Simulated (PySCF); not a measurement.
# GaH3 (SMILES [H][Ga]([H])[H]) at HF/pc-0

What is the vertical singlet–triplet gap of GaH3 at HF/pc-0? The job is set up through a Python script.

The calculation is run with PySCF 2.14.0.

## 1. Starting point

GaH3: 4 atoms, total charge 0, spin state singlet. SMILES: `[H][Ga]([H])[H]`. Geometry: a GFN2-xTB relaxation, a rough one for these elements and not checked as a minimum.

Bond lengths: Ga1–H2 1.567 Å, Ga1–H3 1.567 Å, Ga1–H4 1.566 Å. Angles: H2–Ga1–H3 120.0°, H2–Ga1–H4 120.0°, H3–Ga1–H4 120.0°.

## 2. The energy at HF/pc-0

Input file job.py:

```python
from pyscf import gto

molecule = gto.M(
    atom='''
Ga    -0.000302     0.000113     0.002419
H      2.959481    -0.055067     0.025266
H     -1.432072     2.590833    -0.035187
H     -1.527107    -2.535880     0.007502
''',
    spin=0,
    unit='bohr',
    max_memory=1860,
    basis='pc-0',
    verbose=4,
)

mf = molecule.RHF()
mf.conv_tol = 1e-10
mf.kernel()
if not mf.converged:
    mf = mf.newton().run(mf.mo_coeff, mf.mo_occ)

e_tot = mf.e_tot
print(f'total energy: {e_tot:.8f} hartree')
```

Run with:

```sh
$ OMP_NUM_THREADS=1 python job.py
```

The log of the run:

```text
PySCF version 2.14.0

[INPUT] num. atoms = 4
[INPUT] num. electrons = 34
[INPUT] charge = 0
[INPUT] spin (= nelec alpha-beta = 2S) = 0
[INPUT] symmetry False subgroup None
[INPUT] Mole.unit = bohr
[INPUT] Symbol           X                Y                Z      unit          X                Y                Z       unit  Magmom
[INPUT]  1 Ga    -0.000159811518   0.000059797025   0.001280079673 AA   -0.000302000000   0.000113000000   0.002419000000 Bohr   0.0
[INPUT]  2 H      1.566089901351  -0.029140201474   0.013370191411 AA    2.959481000000  -0.055067000000   0.025266000000 Bohr   0.0
[INPUT]  3 H     -0.757819866797   1.371009780899  -0.018620158521 AA   -1.432072000000   2.590833000000  -0.035187000000 Bohr   0.0
[INPUT]  4 H     -0.808110223036  -1.341929905628   0.003969887436 AA   -1.527107000000  -2.535880000000   0.007502000000 Bohr   0.0

nuclear repulsion = 32.0012035445527
number of shells = 6
number of NR pGTOs = 58
number of NR cGTOs = 28
basis = pc-0
ecp = {}

******** <class 'pyscf.scf.hf.RHF'> ********
method = RHF
initial guess = minao
damping factor = 0
level_shift factor = 0
DIIS = <class 'pyscf.scf.diis.CDIIS'>
diis_start_cycle = 1
diis_space = 8
diis_damp = 0
SCF conv_tol = 1e-10
SCF conv_tol_grad = None
SCF max_cycles = 50
direct_scf = True
direct_scf_tol = 1e-13
Set gradient conv threshold to 1e-05
Initial guess from minao.
init E= -1920.13544970884
  HOMO = -0.329746384094356  LUMO = 0.00911258873530851  gap/eV = 9.22082
cycle= 1 E= -1923.38992124857  delta_E= -3.25  |g|= 0.198  |ddm|= 1.69e+03
  HOMO = -0.428147965000705  LUMO = 0.0391744092163062  gap/eV = 12.71649
cycle= 2 E= -1923.39490482921  delta_E= -0.00498  |g|= 0.024  |ddm|= 0.307
  HOMO = -0.429121591276041  LUMO = 0.0408319727381445  gap/eV = 12.78809
cycle= 3 E= -1923.39533694622  delta_E= -0.000432  |g|= 0.00644  |ddm|= 0.0753
  HOMO = -0.4293198988745  LUMO = 0.0413313390090544  gap/eV = 12.80707
cycle= 4 E= -1923.39537616723  delta_E= -3.92e-05  |g|= 0.000889  |ddm|= 0.0277
  HOMO = -0.429277523376852  LUMO = 0.0414776432642019  gap/eV = 12.80990
cycle= 5 E= -1923.39537695032  delta_E= -7.83e-07  |g|= 5.99e-05  |ddm|= 0.0045
  HOMO = -0.429264437395075  LUMO = 0.0414953528449524  gap/eV = 12.81003
cycle= 6 E= -1923.39537695261  delta_E= -2.29e-09  |g|= 4e-06  |ddm|= 0.00024
  HOMO = -0.429263896876494  LUMO = 0.0414967364920309  gap/eV = 12.81005
cycle= 7 E= -1923.39537695262  delta_E= -4.55e-12  |g|= 2.81e-07  |ddm|= 1.36e-05
  HOMO = -0.42926384465356  LUMO = 0.041496735815969  gap/eV = 12.81005
Extra cycle  E= -1923.39537695262  delta_E= -9.09e-13  |g|= 6.08e-08  |ddm|= 6.79e-07
converged SCF energy = -1923.39537695262
total energy: -1923.39537695 hartree
```

It took 0.8 s on 1 thread of Arm Neoverse V1, shared host; peak memory 0.12 GiB.

## 3. The triplet at the same level

Input file calc.py:

```python
from pyscf import gto

molecule = gto.M(
    atom='''
Ga    -0.000302     0.000113     0.002419
H      2.959481    -0.055067     0.025266
H     -1.432072     2.590833    -0.035187
H     -1.527107    -2.535880     0.007502
''',
    charge=0,
    verbose=4,
    spin=2,
    max_memory=1860,
    basis='pc-0',
    unit='bohr',
)

mf = molecule.UHF()
mf.conv_tol = 1e-10
mf.kernel()
if not mf.converged:
    mf = mf.newton().run(mf.mo_coeff, mf.mo_occ)

etot = mf.e_tot
print('Final energy', etot)
```

Run with:

```sh
$ OMP_NUM_THREADS=1 python calc.py
```

The log of the run:

```text
PySCF version 2.14.0

[INPUT] num. atoms = 4
[INPUT] num. electrons = 34
[INPUT] charge = 0
[INPUT] spin (= nelec alpha-beta = 2S) = 2
[INPUT] symmetry False subgroup None
[INPUT] Mole.unit = bohr
[INPUT] Symbol           X                Y                Z      unit          X                Y                Z       unit  Magmom
[INPUT]  1 Ga    -0.000159811518   0.000059797025   0.001280079673 AA   -0.000302000000   0.000113000000   0.002419000000 Bohr   0.0
[INPUT]  2 H      1.566089901351  -0.029140201474   0.013370191411 AA    2.959481000000  -0.055067000000   0.025266000000 Bohr   0.0
[INPUT]  3 H     -0.757819866797   1.371009780899  -0.018620158521 AA   -1.432072000000   2.590833000000  -0.035187000000 Bohr   0.0
[INPUT]  4 H     -0.808110223036  -1.341929905628   0.003969887436 AA   -1.527107000000  -2.535880000000   0.007502000000 Bohr   0.0

nuclear repulsion = 32.0012035445527
number of shells = 6
number of NR pGTOs = 58
number of NR cGTOs = 28
basis = pc-0
ecp = {}

[... 19 lines left out ...]
WARN: beta  nocc = 16  HOMO -0.329805710868537 >= LUMO -0.329746384094356
[... 1 line left out ...]
WARN: HOMO 0.00911258873530851 >= LUMO -0.329746384094356
[... 79 lines left out ...]
SCF not converged.
SCF energy = -1923.20888428252 after 50 cycles  <S^2> = 2.0701586  2S+1 = 3.0464134
[... 62 lines left out ...]
converged SCF energy = -1923.2089039901  <S^2> = 2.0057827  2S+1 = 3.0038527
Final energy -1923.2089039900973
```

Run time: 1.3 s. Hardware: 1 thread of Arm Neoverse V1, shared host; peak memory 0.12 GiB.

## 4. What came out

At HF/pc-0:

| quantity | value |
| --- | --- |
| singlet: total energy | -1923.39538 Eh |
| singlet: dipole moment | 0.01 D |
| singlet: HOMO energy | -11.68 eV |
| singlet: LUMO energy | 1.13 eV |
| singlet: HOMO–LUMO gap | 12.81 eV |
| triplet: total energy | -1923.20890 Eh |
| triplet: dipole moment | 2.22 D |
| triplet: HOMO energy (highest over α and β) | -5.99 eV |
| triplet: LUMO energy (lowest over α and β) | -3.35 eV |
| triplet: ⟨S²⟩ | 2.006 |
| vertical energy of the triplet above the singlet | 5.074 eV |

**Reading.** At this shape the triplet lies 5.07 eV (117 kcal/mol) above the singlet. Mulliken charges (triplet) run from -0.10 on Ga1 to +0.18 on H2.
